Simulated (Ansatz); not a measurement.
Crystal: NaMg6Ti.

```
CELL_PARAMETERS angstrom
5.15680 0.00000 0.00000
0.00000 3.19928 5.55391
0.00000 -3.19928 5.55391
ATOMIC_POSITIONS crystal
Ti 0.00000 0.84093 0.84093
Mg 0.50000 0.16711 0.16711
Mg 0.50000 0.15260 0.67332
Mg 0.50000 0.67332 0.15260
Mg 0.00000 0.33517 0.33517
Mg 0.00000 0.33214 0.83248
Mg 0.00000 0.83248 0.33214
Na 0.50000 0.66625 0.66625
```

The cell comes from a database or a generator and needn't be the stable form of this composition.

* Program: Ansatz 0.2.0
* Task: single point
* Functional: PBE
* Potentials or basis: Ansatz PAW
* Cutoff: 420 eV (not typed: the program's choice for these potentials)
* k mesh: 5 × 5 × 5
* Occupations: fermi-dirac, width 0.05 eV
* Spin: no spin polarisation

On this cell: pressure -0.2 GPa; largest force 0.125 eV/Å; band gap on the k mesh none (metal or under the smearing width).

The same run follows on a disturbed copy (atoms moved at random, drawn with an rms of 0.05 Å):

```
Ti Mg Na
1.0
     5.15680    0.00000    0.00000
     0.00000    3.19928    5.55391
     0.00000   -3.19928    5.55391
Ti Mg Na
1 6 1
Cartesian
  -0.0174 -0.0089 9.3430
  2.5901 0.0095 1.9355
  2.6084 -1.6685 4.5408
  2.5447 1.6765 4.5735
  -0.0667 -0.0618 3.6940
  -0.0194 -1.6171 6.4827
  -0.0193 1.6053 6.4054
  2.6087 0.0035 7.3617
```

Q: What changes?

A: The energy (extrapolated to zero smearing) moves by +4.8 meV/atom; pressure -0.1 GPa; largest force 0.323 eV/Å; band gap on the k mesh none (metal or under the smearing width).

Forces on the atoms (eV/Å):
```
Ti   0.047 -0.031 -0.015
Mg  -0.143 -0.008 -0.290
Mg  -0.191 -0.093  0.154
Mg   0.001  0.032  0.008
Mg   0.235  0.120  0.165
Mg   0.122 -0.013 -0.077
Mg   0.058 -0.013  0.100
Na  -0.128  0.006 -0.045
```

Stress tensor (GPa, compression positive):
```
-0.44 -0.05  0.01
-0.05  0.13 -0.18
 0.01 -0.18  0.07
```
